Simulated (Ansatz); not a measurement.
**SnSiH3F3 (SMILES [F][Sn]([F])([F])[SiH3]) at r2SCAN/def2-SVP (core potential)**

What is the electronic atomisation energy of SnSiH3F3 at r2SCAN/def2-SVP (core potential)? 

The calculation is run with Ansatz 0.2.0.

35 further runs of the same task are left out: 35 set aside as unsound or not needed. Runs told in other sessions of the task aren't counted.

### 1 Starting point

The species is SnSiH3F3 (8 atoms), meant as a singlet with charge 0. As SMILES, `[F][Sn]([F])([F])[SiH3]`. The coordinates come from a PBE0-D4/def2-TZVP relaxation.

Bond lengths: F1–Sn2 1.903 Å, Sn2–F3 1.903 Å, Sn2–F4 1.903 Å, Sn2–Si5 2.560 Å, Si5–H6 1.480 Å, Si5–H7 1.480 Å, Si5–H8 1.479 Å. Some angles: F1–Sn2–F3 103.4°, F1–Sn2–F4 103.4°, F1–Sn2–Si5 115.2°, F3–Sn2–F4 103.4°, F3–Sn2–Si5 114.9°, F4–Sn2–Si5 115.0°, Sn2–Si5–H6 106.5°, Sn2–Si5–H7 106.3°, Sn2–Si5–H8 106.6°, H6–Si5–H7 112.3°.

### 2 A single-point energy at r2SCAN/def2-SVP (core potential)

Contents of in.yaml:

```yaml
crystal:
  periodic: [false, false, false]
  atoms:
    - {symbol: F, position_ang: [0.165300, -2.193800, 1.388300]}
    - {symbol: Sn, position_ang: [0.794500, -0.774800, 0.288000]}
    - {symbol: F, position_ang: [2.267700, -0.076200, 1.269200]}
    - {symbol: F, position_ang: [1.622500, -1.679600, -1.166800]}
    - {symbol: Si, position_ang: [-0.973200, 0.954100, -0.377000]}
    - {symbol: H, position_ang: [-1.479100, 1.542100, 0.882900]}
    - {symbol: H, position_ang: [-0.282200, 1.951000, -1.224200]}
    - {symbol: H, position_ang: [-2.023600, 0.220100, -1.116300]}
basis:
  gaussian:
    orbitals: def2-SVP
hamiltonian:
  xc: r2scan
accuracy: high
output: {orbitals: {seedname: orbitals}}
```

On the command line:

```console
$ ansatz run in.yaml --threads 1 --pin off --max-ram 2610MiB --events-out events.jsonl --progress --plain --runs-dir runs
```

Output:

```text
Warning: RAYON_NUM_THREADS=1 ignored (pool sized by the plan → 1); use --threads N
Functional definition: r2SCAN
  name "r2SCAN"
  parameter k0 = 0.174
  parameter k1 = 0.065
  parameter a1 = 4.9479
  exchange = r2scan_x(k0 = k0, k1 = k1, a1 = a1)
  correlation = r2scan_c
2198 factors; integrals over basis functions are off by at most 5.1e-9 eV
mean field evaluation 1: about -21893.7025 eV, gradient 6.0e1 eV
mean field evaluation 2: about -21864.4434 eV, gradient 1.4e2 eV
mean field evaluation 4: about -21899.6771 eV, gradient 3.8e0 eV
mean field evaluation 8: about -21899.7228 eV, gradient 1.2e-1 eV
mean field evaluation 16: about -21899.7228 eV, gradient 1.9e-5 eV
mean field -21899.72278093 eV, -804.7999680341 hartree, gradient 2.6e-8 eV, S^2 0.000000; 0 other end points of the search recorded, 0 dependent functions left out
reference -21899.72278200 eV, -804.7999680733 hartree; 33, 33 occupied and 68, 68 virtual orbitals, 2198 factors
Total energy: -21899.72278200 eV, -804.7999680733 hartree
```

It took 19 s on 1 thread of Arm Neoverse V2, shared host; peak memory 0.34 GiB.

### 3 The F atom, same level

Contents of run.yaml:

```yaml
crystal:
  periodic: [false, false, false]
  atoms:
    - {symbol: F, position_ang: [0.000000, 0.000000, 0.000000]}
basis:
  gaussian:
    orbitals: def2-SVP
magnetization:
  spin_polarized: true
  initial_magnetization: 1
hamiltonian:
  xc: {name: r2SCAN}
accuracy: high
```

Run the same way, it converges to -99.59877 Eh (log not shown).

### 4 The H atom, same level

Contents of input.yaml:

```yaml
crystal:
  periodic: [false, false, false]
  atoms:
    - {symbol: H, position_ang: [0.000000, 0.000000, 0.000000]}
basis:
  gaussian: {orbitals: def2-SVP}
magnetization: {spin_polarized: true, initial_magnetization: 1}
hamiltonian: {xc: r2scan}
accuracy: high
```

Run the same way, it converges to -0.49921 Eh (log not shown).

### 5 The Si atom, same level

Contents of job.yaml:

```yaml
crystal:
  periodic: [false, false, false]
  atoms:
    - {symbol: Si, position_ang: [0.000000, 0.000000, 0.000000]}
basis:
  gaussian:
    orbitals: def2-SVP
magnetization:
  spin_polarized: true
  initial_magnetization: 2
hamiltonian:
  xc: {name: r2SCAN}
accuracy: high
```

Run the same way, it converges to -289.24480 Eh (log not shown).

### 6 The Sn atom, same level

Contents of in.yaml:

```yaml
basis:
  gaussian:
    orbitals: def2-SVP
crystal:
  periodic: [false, false, false]
  atoms:
    - symbol: Sn
      position_ang: [0.000000, 0.000000, 0.000000]
magnetization:
  spin_polarized: true
  initial_magnetization: 2
accuracy: high
hamiltonian:
  xc: r2scan
```

Run the same way, it converges to -214.32597 Eh (log not shown).

### 7 Summary of results

At r2SCAN/def2-SVP (core potential):

| quantity | value |
| --- | --- |
| molecule: total energy | -804.79997 Eh |
| molecule: HOMO energy | -8.47 eV |
| molecule: LUMO energy | -2.45 eV |
| molecule: HOMO–LUMO gap | 6.02 eV |
| F atom: total energy | -99.59877 Eh |
| F atom: ⟨S²⟩ | 0.751 |
| H atom: total energy | -0.49921 Eh |
| H atom: ⟨S²⟩ | 0.750 |
| Si atom: total energy | -289.24480 Eh |
| Si atom: ⟨S²⟩ | 2.006 |
| Sn atom: total energy | -214.32597 Eh |
| Sn atom: ⟨S²⟩ | 2.004 |
| electronic atomisation energy | 25.450 eV |

What this shows: Taking the molecule apart into free atoms costs 25.45 eV (587 kcal/mol), before zero-point energy and without spin-orbit coupling.
